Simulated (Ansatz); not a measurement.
Geometry optimisation, Ansatz, DFT LDA, scalar-relativistic, plane waves, PAW.

input.yaml

```yaml
crystal:
  lattice:
    - [8.1, 0.0, 0.0]
    - [0.0, 8.1, 0.0]
    - [0.0, 0.0, 8.1]
  atoms:
    - { symbol: Al, position: [0.5, 0.0, 0.0] }
    - { symbol: Al, position: [0.75, 0.25, 0.0] }
    - { symbol: Al, position: [0.75, 0.0, 0.25] }
    - { symbol: Al, position: [0.0, 0.0, 0.0] }
    - { symbol: Al, position: [0.25, 0.25, 0.0] }
    - { symbol: Al, position: [0.5, 0.5, 0.0] }
    - { symbol: Al, position: [0.75, 0.75, 0.0] }
    - { symbol: Al, position: [0.25, 0.0, 0.25] }
    - { symbol: Al, position: [0.5, 0.25, 0.25] }
    - { symbol: Al, position: [0.75, 0.5, 0.25] }
    - { symbol: Al, position: [0.5, 0.0, 0.5] }
    - { symbol: Al, position: [0.75, 0.25, 0.5] }
    - { symbol: Al, position: [0.75, 0.0, 0.75] }
    - { symbol: Al, position: [0.0, 0.5, 0.0] }
    - { symbol: Cu, position: [0.5, 0.75, -0.25] }
    - { symbol: Al, position: [0.0, 0.25, 0.25] }
    - { symbol: Al, position: [0.25, 0.5, 0.25] }
    - { symbol: Al, position: [0.5, 0.75, 0.25] }
    - { symbol: Al, position: [0.0, 0.0, 0.5] }
    - { symbol: Al, position: [0.25, 0.25, 0.5] }
    - { symbol: Al, position: [0.5, 0.5, 0.5] }
    - { symbol: Al, position: [0.75, 0.75, 0.5] }
    - { symbol: Al, position: [0.25, 0.0, 0.75] }
    - { symbol: Al, position: [0.5, 0.25, 0.75] }
    - { symbol: Al, position: [0.75, 0.5, 0.75] }
    - { symbol: Al, position: [0.0, 0.75, 0.25] }
    - { symbol: Al, position: [0.0, 0.5, 0.5] }
    - { symbol: Al, position: [0.25, 0.75, 0.5] }
    - { symbol: Al, position: [0.0, 0.25, 0.75] }
    - { symbol: Al, position: [0.25, 0.5, 0.75] }
    - { symbol: Al, position: [0.0, 0.75, 0.75] }
basis:
  ecutwfc: 420.0
kpoints:
  mp_grid: { grid: [3, 3, 3] }
hamiltonian:
  xc: lda
  pseudopotentials: { kind: paw, azcp: { folder: soft_1 } }
scf:
  occupations: { method: gaussian, width: 0.1 }
  lower_state_search: "off"
relax:
  f_tol: 0.03
  max_steps: 60
  adjacent_minimum: "off"
```

Run as:

```bash
$ ansatz run input.yaml --threads 4 --pin off --max-ram 10240MiB --backend cpu --events-out ev --progress --plain --runs-dir out
```

Where does it end, and by what steps?

The forces met the threshold. The force dipped under the threshold on the way, but the program's further checks kept it going. Limits of this set-up: coarse k mesh, PAW files made for another functional, a small cell, in which the defect meets its images. After 3 steps the energy has fallen by 0.150 eV; Al6 moved furthest, 0.12 Å.

| step | energy less start (eV) | largest force component (eV/Å) | accepted |
| --- | --- | --- | --- |
| 0 | 0.0000 | 0.316 | yes |
| 1 | -0.1442 | 0.047 | yes |
| 2 | -0.1490 | 0.030 | yes |
| 3 | -0.1500 | 0.013 | yes |

```xyz
31
Lattice="8.1000 0.0000 0.0000 0.0000 8.1000 0.0000 0.0000 0.0000 8.1000" Properties=species:S:1:pos:R:3
Al 4.010 -0.109 -0.045
Al 6.049 2.025 -0.004
Al 6.066 0.010 2.034
Al 0.013 -0.015 0.003
Al 2.029 2.025 -0.004
Al 4.010 4.159 -0.045
Al 6.047 6.075 -0.041
Al 2.022 -0.015 2.012
Al 4.060 2.025 2.034
Al 6.066 4.040 2.034
Al 4.063 -0.007 4.084
Al 6.067 2.025 4.058
Al 6.041 -0.007 6.062
Al 0.013 4.065 0.003
Cu 4.129 6.075 -2.104
Al -0.015 2.025 2.040
Al 2.022 4.065 2.012
Al 4.032 6.075 2.015
Al -0.009 0.010 4.059
Al 2.029 2.025 4.076
Al 4.063 4.057 4.084
Al 6.066 6.075 4.059
Al 2.070 -0.109 6.115
Al 4.053 2.025 6.072
Al 6.041 4.057 6.062
Al 0.014 6.075 2.011
Al -0.009 4.040 4.059
Al 2.066 6.075 4.078
Al -0.009 2.025 6.065
Al 2.070 4.159 6.115
Al 0.010 6.075 6.093
```

Whether the end is a true minimum wasn't checked by a vibrational analysis.

Run time: 34 s on 4 threads of Arm Neoverse V1, on a shared host, peak memory 1.2 GiB.
